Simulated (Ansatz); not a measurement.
# SrMgTa3Sb: the cost of one run

Computed with Ansatz 0.2.0 (DFT PBE, scalar-relativistic, plane waves, PAW, unless a step names another level, unless a step's input says otherwise).

### Step 1. The system as given

Symmetry: P2/m, No. 10, monoclinic system. The conventional cell has a = 5.750 Å, b = 4.675 Å, c = 6.019 Å, α = 90.00°, β = 115.65°, γ = 90.00°. Sr (site symmetry 2/m) is surrounded by 10 Ta at 3.42 to 3.91 Å and 4 Mg at 3.71 Å and 4 Sb at 3.81 Å. Mg (site symmetry 2/m) has 6 Ta at 3.01 to 3.09 Å and 2 Sb at 3.14 Å in its first shell of neighbours. Ta (site symmetry m) is surrounded by 4 Ta at 2.74 to 3.53 Å and 2 Sb at 2.93 Å and 2 Mg at 3.09 Å and 3 Sr at 3.42 to 3.56 Å. Around Ta (site symmetry 2/m) lie 4 Ta at 2.74 Å and 2 Sb at 2.88 Å and 2 Mg at 3.01 Å. Around Sb (site symmetry 2/m) lie 6 Ta at 2.88 to 2.93 Å and 2 Mg at 3.14 Å.

Coordinates:

```cif
data_structure
_symmetry_space_group_name_H-M 'P2/m'
_symmetry_Int_Tables_number 10
_cell_length_a 5.7504
_cell_length_b 4.6749
_cell_length_c 6.0186
_cell_angle_alpha 90.000
_cell_angle_beta 115.653
_cell_angle_gamma 90.000
_cell_volume 145.85
loop_
_atom_site_label
_atom_site_type_symbol
_atom_site_symmetry_multiplicity
_atom_site_Wyckoff_symbol
_atom_site_fract_x
_atom_site_fract_y
_atom_site_fract_z
_atom_site_occupancy
Sr1 Sr 1 c 0.00000 0.00000 0.50000 1
Mg1 Mg 1 h 0.50000 0.50000 0.50000 1
Ta1 Ta 2 m 0.34059 0.00000 0.12785 1
Ta2 Ta 1 e 0.50000 0.50000 0.00000 1
Sb1 Sb 1 b 0.00000 0.50000 0.00000 1
```

It came out lowest among 20 distinct ends of the trial cells. At a tolerance of 0.05 Å it has space group P2/m (No. 10).

### Step 2. A stricter relaxation, on the response runs' mesh and smearing

Contents of input.yaml:

```yaml
crystal:
  lattice:
    - [5.7503693435, 0.0, -0.0131266871]
    - [0.0, 4.6749196687, 0.0]
    - [-2.5931935607, 0.0, 5.4312935098]
  atoms:
    - { symbol: Sr, position: [0.0, 0.0, 0.5] }
    - { symbol: Mg, position: [0.5, 0.5, 0.5] }
    - { symbol: Ta, position: [0.3405851212, 0.0, 0.1278476922] }
    - { symbol: Ta, position: [0.6594148788, 0.0, 0.8721523078] }
    - { symbol: Ta, position: [0.5, 0.5, 0.0] }
    - { symbol: Sb, position: [0.0, 0.5, 0.0] }
basis:
  ecutwfc: 420
kpoints:
  mp_grid: { grid: [6, 8, 6] }
hamiltonian:
  xc: pbe
scf:
  occupations: { method: gaussian, width: 0.1 }
output:
  forces: true
  stress: true
  eigenvalues: true
  write_density: true
  write_potential: true
  elf: true
  volumetric_format: npy
relax:
  adjacent_minimum: "off"
  f_tol: 0.001
  max_steps: 60
  cell: { stress_tol: 0.01 }
```

Run with:

```
ansatz run input.yaml --threads 3 --pin off --max-ram 7680MiB --backend cpu --events-out ev --progress --plain --runs-dir out
```

**Question.** How long does this run take on 3 threads of Intel Xeon 6975P-C (Granite Rapids), shared host, and how much memory does it need?

About 31 s, with a peak of 0.84 GiB.
